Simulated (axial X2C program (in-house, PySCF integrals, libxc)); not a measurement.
**FFeF⁺: Ω levels from open-shell CI on d5 s0 p(π)0**

Which Ω levels does FFeF⁺ have in the configuration d5 s0 p(π)0, and how far apart?

Computed with an in-house X2C program for linear molecules on PySCF integrals. Level: two-component X2C, average-of-configuration Hartree–Fock and CI in the open shells.

All values are calculated.

### 1 Set-up

Contents of task.json:

```json
{
 "zs": [
  9,
  26,
  9
 ],
 "q": 1,
 "bas": [
  "dyall-v3z",
  "dyall-v3z",
  "dyall-v3z"
 ],
 "r0": 1.8,
 "metal": 1,
 "shells": [
  [
   2,
   [
    0,
    1,
    2
   ],
   5
  ],
  [
   0,
   [
    0
   ],
   0
  ],
  [
   1,
   [
    1
   ],
   0
  ]
 ],
 "fix": 0,
 "emax": 3.2,
 "nroots": 4
}
```

Keys: zs atomic numbers; q charge; bas basis sets; r0 starting distance in Å; metal index of the metal atom; shells open shells as [l, |m| values, electrons]; fix electron count of the first shell held; emax energy window in eV; nroots roots for each Ω.

The run is started by

```bash
$ python soci.py task.json out
```

Two-component X2C with atomic mean-field Coulomb and Gaunt terms, basis F dyall-v3z, Fe dyall-v3z (cores contracted in-house). Orbitals come from Hartree–Fock averaged over the configuration Fe d5 s0 p(π)0; CI then distributes these electrons over the d, s, p(π) shells of Fe.

### 2 CI at F–Fe–F held linear, both bonds 1.685 Å

Output:

```text
average of configuration d5 s0 p(π)0
basis functions 184  fitting functions 1075
iter      average energy  largest gradient
   1      -1468.452311707   7.04e-01
   2      -1469.669532774   4.56e-02
   3      -1469.677732861   8.57e-03
   4      -1469.678359902   4.37e-03
   5      -1469.678473646   1.74e-03
   6      -1469.678493142   6.25e-04
   7      -1469.678497536   1.74e-04
   8      -1469.678498006   7.08e-05
   9      -1469.678498079   7.95e-06
converged
CI levels
2*Omega        energy/Eh    cm-1   g(par)  dipole/D  leading shell counts
    1     -1469.93052592        0   2.002    8.093  {'5 0 0': 0.999}
    3     -1469.93052372        0   6.006    8.093  {'5 0 0': 0.999}
    5     -1469.93051936        1  10.010    8.093  {'5 0 0': 0.999}
    7     -1469.82484690    23194  10.003    8.093  {'5 0 0': 1.0}
    5     -1469.82395113    23390   6.007    8.093  {'5 0 0': 1.0}
    3     -1469.82295247    23610   2.006    8.093  {'5 0 0': 1.0}
    1     -1469.82187290    23847   1.998    8.093  {'5 0 0': 1.0}
```

Dipoles in the output refer to the first atom as origin, so for this ion they depend on that choice.

Wall time 1.2 s (1 thread of AMD EPYC 7B13 (Zen 3), shared host); peak memory 0.33 GiB.

Active spinors (ω > 0; filled shells left out):

| shell | ω | ε (eV) | character |
| --- | --- | --- | --- |
| d | 3/2 | -19.50 | 100% Fe d |
| d | 5/2 | -19.39 | 100% Fe d |
| d | 1/2 | -18.00 | 90% Fe d, 10% F p |
| d | 3/2 | -17.93 | 91% Fe d, 8% F p |
| d | 1/2 | -16.98 | 80% Fe d, 10% F p, 10% Fe s |
| s | 1/2 | -5.01 | 75% Fe s, 16% Fe d |
| p(π) | 1/2 | -4.00 | 91% Fe p |
| p(π) | 3/2 | -3.97 | 91% Fe p |

The levels:

| Ω | energy (cm⁻¹) | g∥ | configuration |
| --- | --- | --- | --- |
| 1/2 | 0 | 2.00 | 100% d5 |
| 3/2 | 0 | 6.01 | 100% d5 |
| 5/2 | 1 | 10.01 | 100% d5 |
| 7/2 | 23194 | 10.00 | 100% d5 |
| 5/2 | 23390 | 6.01 | 100% d5 |
| 3/2 | 23610 | 2.01 | 100% d5 |
| 1/2 | 23847 | 2.00 | 100% d5 |

g∥ is the magnitude of 2⟨Lz + ge Sz⟩ for the +Ω component.

### 3 The same at F–Fe–F held linear, both bonds 1.752 Å

| Ω | energy (cm⁻¹) | g∥ | configuration |
| --- | --- | --- | --- |
| 1/2 | 0 | 2.00 | 100% d5 |
| 3/2 | 0 | 6.01 | 100% d5 |
| 5/2 | 1 | 10.01 | 100% d5 |
| 7/2 | 25057 | 10.00 | 100% d5 |
| 5/2 | 25244 | 6.01 | 100% d5 |
| 3/2 | 25456 | 2.01 | 100% d5 |
| 1/2 | 25685 | 1.99 | 100% d5 |

### 4 Curves along the symmetric stretch (R is each bond)

The same input was run at the other distances (logs left out). Energies in cm⁻¹ from the lowest point; levels are followed by energy order within each Ω.

| R (Å) | (1)Ω=1/2 | (1)Ω=3/2 | (1)Ω=5/2 |
| --- | --- | --- | --- |
| 1.567 | 7178 | 7179 | 7180 |
| 1.626 | 1924 | 1925 | 1926 |
| 1.685 | 0 | 0 | 1 |
| 1.752 | 785 | 785 | 786 |
| 1.820 | 3895 | 3896 | 3897 |
| 1.896 | 9255 | 9256 | 9256 |
| 1.988 | 17418 | 17419 | 17420 |

Constants where the minimum is well bracketed:

| level of the curve | Te (cm⁻¹) | Re (Å) | ωe (cm⁻¹) |
| --- | --- | --- | --- |
| (1)Ω=1/2 | 0 | 1.699 | 765.0 |
| (1)Ω=3/2 | 0 | 1.699 | 765.0 |
| (1)Ω=5/2 | 1 | 1.699 | 765.0 |

### 5 Outcome

| quantity | value |
| --- | --- |
| lowest level of the model | Ω = 1/2, g∥ = 2.00, 100% d5 |
| next level | Ω = 3/2, 0 cm⁻¹ higher |
| lowest curve, Re and ωe | 1.699 Å, 765.0 cm⁻¹ |

What this shows: In the lowest level ⟨Sz⟩ = 0.50 and ⟨Lz⟩ = 0.00; its leading determinant has weight 0.11 among 649. From 1.685 to 1.752 Å the gap from the lowest to the fifth level goes from 23390 to 25244 cm⁻¹. Without dynamic correlation distances can be off by several hundredths of an Å, and the wavenumbers are rough. Dynamic correlation is missing, so gaps between terms are too wide and other configurations may lie lower; the lowest level listed is that of this model, not necessarily the ground state. For d shells the ligand-field splittings (σ, π, δ) and their order can be off by a thousand cm⁻¹ or more. At most 4 roots were kept for each Ω > 0 (twice that for Ω = 0) within 3.2 eV of the lowest, so higher up levels can be missing between those listed; levels with Ω > 0 are doubly degenerate and listed once, Ω = 0 levels singly. Some active spinors are only partly of the character that their shell is named for, so the shell names and counts are nominal. States that fill the shells left empty in the average are placed too high. The molecule was held linear; bending was not examined.
